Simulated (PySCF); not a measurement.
# NBF3H3 in PySCF: notebook, part 2 of 2

PySCF 2.14.0. Earlier steps stand in the parts before.

## (6) Atomic charges, r2SCAN0

File run.py:

```python
import json
import numpy as np
from pyscf.pbc import gto, scf, dft, df

cell = gto.Cell()
cell.a = '''
 12.0000000000    0.0000000000    0.0000000000
  0.0000000000   12.0000000000    0.0000000000
  0.0000000000    0.0000000000   13.0000000000'''
cell.atom = '''
N    5.3907999600    5.7950000400    7.2982999700
B    6.4241000400    5.8860999600    5.9844999500
F    7.4136999600    4.9869999600    6.2745000500
F    5.6412000000    5.5353000000    4.9187000200
F    6.8361999600    7.1907000000    5.9731999600
H    4.6122999600    6.4347000000    7.1746000300
H    5.8863000000    6.0420000000    8.1492999900
H    5.0283000000    4.8513000000    7.3918999700'''
cell.unit = 'A'
cell.basis = 'cc-pvdz'
cell.exp_to_discard = 0
cell.precision = 1e-08
cell.max_memory = 2520  # MB
cell.verbose = 4
cell.build()

res = {}
kpts = cell.make_kpts([1, 1, 1])
mf = dft.KRKS(cell, kpts, xc='HYB_MGGA_XC_R2SCAN0', exxdiv='ewald')
mf = mf.density_fit()
mf.with_df._cderi = 'cderi.h5'  # three-centre integrals saved by an earlier run on this cell, basis and mesh
mf.conv_tol = 1e-07
mf.max_cycle = 60

mf.kernel()
res.update(converged=bool(mf.converged), e_tot=mf.e_tot, nelec=cell.nelectron, nao=cell.nao, mesh=list(map(int, cell.mesh)), a=cell.lattice_vectors().tolist(), coords=cell.atom_coords().tolist(),
           mo_energy=[np.real(x).tolist() for x in mf.mo_energy], mo_occ=[np.real(x).tolist() for x in mf.mo_occ])
res.update(kpts=cell.get_scaled_kpts(kpts).tolist())
res['parts'] = {k: float(np.real(v)) for k, v in mf.scf_summary.items() if np.isscalar(v)}
json.dump(res, open('results.json', 'w'))
if not mf.converged:
    raise SystemExit('SCF not converged')

print('levels (eV)')
for i, kp in enumerate(res['kpts'][:40]):
    print('k %7.4f %7.4f %7.4f  ' % tuple(kp), ' '.join('%.3f' % (x * 27.211386) for x in res['mo_energy'][i][:26]))

# Mulliken populations
dm, s = np.asarray(mf.make_rdm1()), np.asarray(mf.get_ovlp())
sites = cell.aoslice_by_atom()[:, 2:]
tot = np.einsum('kij,kji->i', dm, s).real / len(kpts)
res['mulliken'] = [cell.atom_charge(i) - tot[a0:a1].sum() for i, (a0, a1) in enumerate(sites)]
print('Mulliken charges', np.round(res['mulliken'], 5))
res['meta_lowdin'] = mf.mulliken_meta()[1].tolist()
res['done'] = True
json.dump(res, open('results.json', 'w'))
```

Potentials or basis: cc-pvdz (all-electron).

The run is started by

```console
> OMP_NUM_THREADS=2 python -u run.py > log
```

The program printed:

```text
Discarded 0 diffused primitive functions, 0 contracted functions

PySCF version 2.14.0

[INPUT] verbose = 4
[INPUT] num. atoms = 8
[INPUT] num. electrons = 42
[INPUT] charge = 0
[INPUT] spin (= nelec alpha-beta = 2S) = 0
[INPUT] symmetry False subgroup None
[INPUT] Mole.unit = A
[INPUT] Symbol           X                Y                Z      unit          X                Y                Z       unit  Magmom
[INPUT]  1 N      5.390799960000   5.795000040000   7.298299970000 AA   10.187135516716  10.950962967444  13.791788118221 Bohr   0.0
[INPUT]  2 B      6.424100040000   5.886099960000   5.984499950000 AA   12.139789672407  11.123116866213  11.309065897973 Bohr   0.0
[INPUT]  3 F      7.413699960000   4.986999960000   6.274500050000 AA   14.009862494099   9.424064107617  11.857086663070 Bohr   0.0
[INPUT]  4 F      5.641200000000   5.535300000000   4.918700020000 AA   10.660323013896  10.460201017305   9.294995926693 Bohr   0.0
[INPUT]  5 F      6.836199960000   7.190700000000   5.973199960000 AA   12.918545657163  13.588453643910  11.287712011663 Bohr   0.0
[INPUT]  6 H      4.612299960000   6.434700000000   7.174600030000 AA    8.715983728742  12.159820693739  13.558029109996 Bohr   0.0
[INPUT]  7 H      5.886300000000   6.042000000000   8.149299990000 AA   11.123494887027  11.417725244622  15.399945088021 Bohr   0.0
[INPUT]  8 H      5.028300000000   4.851300000000   7.391899970000 AA    9.502109872151   9.167628348102  13.968666483481 Bohr   0.0

nuclear repulsion = 86.2744055398234
number of shells = 34
number of NR pGTOs = 151
number of NR cGTOs = 85
basis = cc-pvdz
ecp = {}
lattice vectors  a1 [22.676713495, 0.000000000, 0.000000000]
                 a2 [0.000000000, 22.676713495, 0.000000000]
                 a3 [0.000000000, 0.000000000, 24.566439619]
dimension = 3
low_dim_ft_type = None
Cell volume = 12632.9
exp_to_discard = 0
rcut = 24.518313901648384 (nimgs = [2 2 1])
precision = 1e-08
pseudo = None
ke_cutoff = 807245.0759017873
    = [9173 9173 9937] mesh (836138222473 PWs)

******** <class 'pyscf.pbc.dft.krks.KRKS'> ********
method = KRKS
initial guess = minao
damping factor = 0
level_shift factor = 0
DIIS = <class 'pyscf.scf.diis.CDIIS'>
diis_start_cycle = 1
diis_space = 8
diis_damp = 0
SCF conv_tol = 1e-07
SCF conv_tol_grad = None
SCF max_cycles = 60
direct_scf = True
direct_scf_tol = 1e-13

******** PBC SCF flags ********
N kpts = 1
Exchange divergence treatment (exxdiv) = ewald
    madelung (= occupied orbital energy shift) = 0.12155911601066506
    Total energy shift due to Ewald probe charge = -1/2 * Nelec*madelung = -2.55274143622
DF object = <pyscf.pbc.df.df.GDF object>
XC functionals = HYB_MGGA_XC_R2SCAN0
small_rho_cutoff = 0
radial grids:
    Treutler-Ahlrichs [JCP 102, 346 (1995); DOI:10.1063/1.469408] (M4) radial grids

becke partition: Becke, JCP 88, 2547 (1988); DOI:10.1063/1.454033
pruning grids: <function nwchem_prune>
grids dens level: 3
symmetrized grids: False
atomic radii adjust function: <function treutler_atomic_radii_adjust>
Set gradient conv threshold to 0.000316228

******** <class 'pyscf.pbc.df.rsdf_builder._RSNucBuilder'> ********
mesh = [43 43 47] (86903 PWs)
ke_cutoff = 16.92809565338868
omega = 0.5174598520920043
exclude_d_aux = False
exclude_dd_block = True
j2c_eig_always = False
has_long_range = True
tot grids = 100157
cell vol = 12632.8822  sum(weights) = 12659.1315
nelec by numeric integration = 42.000006521083634
init E= -381.497707275531
  HOMO = -0.40183544431  LUMO = 0.048573439771  gap/eV = 12.25625
nelec by numeric integration = 42.00000634053538
cycle= 1 E= -380.850729317687  delta_E= 0.647  |g|= 0.787  |ddm|= 2.46
  HOMO = -0.252648286531  LUMO = 0.0340198740786  gap/eV = 7.80064
nelec by numeric integration = 42.000002728569065
cycle= 2 E= -380.823603402948  delta_E= 0.0271  |g|= 0.931  |ddm|= 0.957
  HOMO = -0.360998673437  LUMO = 0.0477213703  gap/eV = 11.12184
nelec by numeric integration = 42.00000425704147
cycle= 3 E= -380.955347964788  delta_E= -0.132  |g|= 0.0409  |ddm|= 0.486
  HOMO = -0.365222137484  LUMO = 0.0503015994052  gap/eV = 11.30698
nelec by numeric integration = 42.000004086452336
cycle= 4 E= -380.955598881298  delta_E= -0.000251  |g|= 0.0214  |ddm|= 0.0398
  HOMO = -0.365007092543  LUMO = 0.0529499345746  gap/eV = 11.37319
nelec by numeric integration = 42.00000415455622
cycle= 5 E= -380.955690771393  delta_E= -9.19e-05  |g|= 0.00389  |ddm|= 0.0143
  HOMO = -0.364699535103  LUMO = 0.052620033681  gap/eV = 11.35584
nelec by numeric integration = 42.00000413699716
cycle= 6 E= -380.955694011629  delta_E= -3.24e-06  |g|= 0.000625  |ddm|= 0.00272
  HOMO = -0.364765466781  LUMO = 0.0526164326939  gap/eV = 11.35754
nelec by numeric integration = 42.0000041376144
cycle= 7 E= -380.955694080183  delta_E= -6.86e-08  |g|= 9.05e-05  |ddm|= 0.000559
  HOMO = -0.364737727035  LUMO = 0.0526059144039  gap/eV = 11.35650
nelec by numeric integration = 42.00000413705101
Extra cycle  E= -380.955694080721  delta_E= -5.38e-10  |g|= 8.02e-05  |ddm|= 0.000112
converged SCF energy = -380.955694080721
levels (eV)
k  0.0000  0.0000  0.0000   -677.373 -677.370 -677.366 -397.511 -189.613 -34.041 -32.871 -32.866 -27.526 -15.996 -15.996 -15.806 -14.018 -13.578 -13.576 -11.163 -11.161 -10.533 -10.530 -10.162 -9.925 1.431 3.481 3.486 6.671 7.202
Mulliken charges [-0.01791  0.27393 -0.23711 -0.23686 -0.23694  0.15178  0.15142  0.15167]
 ** Mulliken pop on meta-lowdin orthogonal AOs **
 ** Mulliken pop  **
pop of  0 N 1s            1.99995
pop of  0 N 2s            1.30112
pop of  0 N 3s            0.00215
pop of  0 N 2px           1.35068
pop of  0 N 2py           1.26644
pop of  0 N 2pz           1.40289
pop of  0 N 3px           0.00253
pop of  0 N 3py           0.00328
pop of  0 N 3pz           0.00206
pop of  0 N 3dxy          0.00216
pop of  0 N 3dyz          0.00048
pop of  0 N 3dz^2         0.00191
pop of  0 N 3dxz          0.00078
pop of  0 N 3dx2-y2       0.00072
pop of  1 B 1s            1.99970
pop of  1 B 2s            0.59965
pop of  1 B 3s            0.01765
pop of  1 B 2px           0.54041
pop of  1 B 2py           0.53067
pop of  1 B 2pz           0.54648
pop of  1 B 3px           0.02366
pop of  1 B 3py           0.03152
pop of  1 B 3pz           0.01876
pop of  1 B 3dxy          0.00552
pop of  1 B 3dyz          0.00585
pop of  1 B 3dz^2         0.00465
pop of  1 B 3dxz          0.00613
pop of  1 B 3dx2-y2       0.00647
pop of  2 F 1s            1.99998
pop of  2 F 2s            1.79407
pop of  2 F 3s            0.00198
pop of  2 F 2px           1.82176
pop of  2 F 2py           1.84040
pop of  2 F 2pz           1.90737
pop of  2 F 3px           0.00072
pop of  2 F 3py           0.00057
pop of  2 F 3pz           0.00098
pop of  2 F 3dxy          0.00180
pop of  2 F 3dyz          0.00037
pop of  2 F 3dz^2         0.00054
pop of  2 F 3dxz          0.00046
pop of  2 F 3dx2-y2       0.00062
pop of  3 F 1s            1.99998
pop of  3 F 2s            1.79410
pop of  3 F 3s            0.00198
pop of  3 F 2px           1.85719
pop of  3 F 2py           1.90703
pop of  3 F 2pz           1.80513
pop of  3 F 3px           0.00066
pop of  3 F 3py           0.00085
pop of  3 F 3pz           0.00076
pop of  3 F 3dxy          0.00033
pop of  3 F 3dyz          0.00067
pop of  3 F 3dz^2         0.00092
pop of  3 F 3dxz          0.00156
pop of  3 F 3dx2-y2       0.00031
pop of  4 F 1s            1.99998
pop of  4 F 2s            1.79411
pop of  4 F 3s            0.00198
pop of  4 F 2px           1.90038
pop of  4 F 2py           1.75350
pop of  4 F 2pz           1.91552
pop of  4 F 3px           0.00097
pop of  4 F 3py           0.00024
pop of  4 F 3pz           0.00106
pop of  4 F 3dxy          0.00106
pop of  4 F 3dyz          0.00053
pop of  4 F 3dz^2         0.00064
pop of  4 F 3dxz          0.00009
pop of  4 F 3dx2-y2       0.00148
pop of  5 H 1s            0.72238
pop of  5 H 2s            0.01192
pop of  5 H 2px           0.00113
pop of  5 H 2py           0.00089
pop of  5 H 2pz           0.00056
pop of  6 H 1s            0.72271
pop of  6 H 2s            0.01191
pop of  6 H 2px           0.00098
pop of  6 H 2py           0.00024
pop of  6 H 2pz           0.00136
pop of  7 H 1s            0.72250
pop of  7 H 2s            0.01191
pop of  7 H 2px           0.00043
pop of  7 H 2py           0.00172
pop of  7 H 2pz           0.00044
 ** Mulliken atomic charges  **
charge of    0N =     -0.33716
charge of    1B =      0.66288
charge of    2F =     -0.37163
charge of    3F =     -0.37146
charge of    4F =     -0.37154
charge of    5H =      0.26311
charge of    6H =      0.26279
charge of    7H =      0.26300
```

It took 19 s on 2 threads of Intel Xeon at 2.70GHz, shared host; peak memory 1.9 GiB.

Results:

```
Free energy                     : -10366.3325 eV
Gap between the frontier levels : 11.36 eV
Meta-löwdin charges             : N -0.34; B +0.66; F -0.37; H +0.26 e
```

Caveat: this is a molecule in a periodic box at the Γ point, so its band gap is the HOMO-LUMO gap; population charges move with the basis; the basis of atomic orbitals isn't converged, which shifts pressures, moduli and gaps.

## (7) Overview

| level | three-body dispersion term | three-centre integrals | exxdiv | gap on the mesh (eV) |
| --- | --- | --- | --- | --- |
| PBE | - | - | - | 7.11 |
| B97-D+D3 | no | read from an earlier run's file | - | 7.39 |
| TASK | - | read from an earlier run's file | - | 10.19 |
| TPSS+D3 | no | read from an earlier run's file | - | 7.56 |
| r2SCAN0 | - | read from an earlier run's file | ewald | 11.36 |

Alike in all rows: task atomic charges; potentials or basis cc-pvdz (all-electron); no spin polarisation; cell as given; k mesh 1 × 1 × 1; smearing fixed.

Caveats: this is a molecule in a periodic box at the Γ point, so its band gap is the HOMO-LUMO gap; the basis of atomic orbitals isn't converged, which shifts pressures, moduli and gaps.

Absolute energies hang on the potentials; compare differences alone.
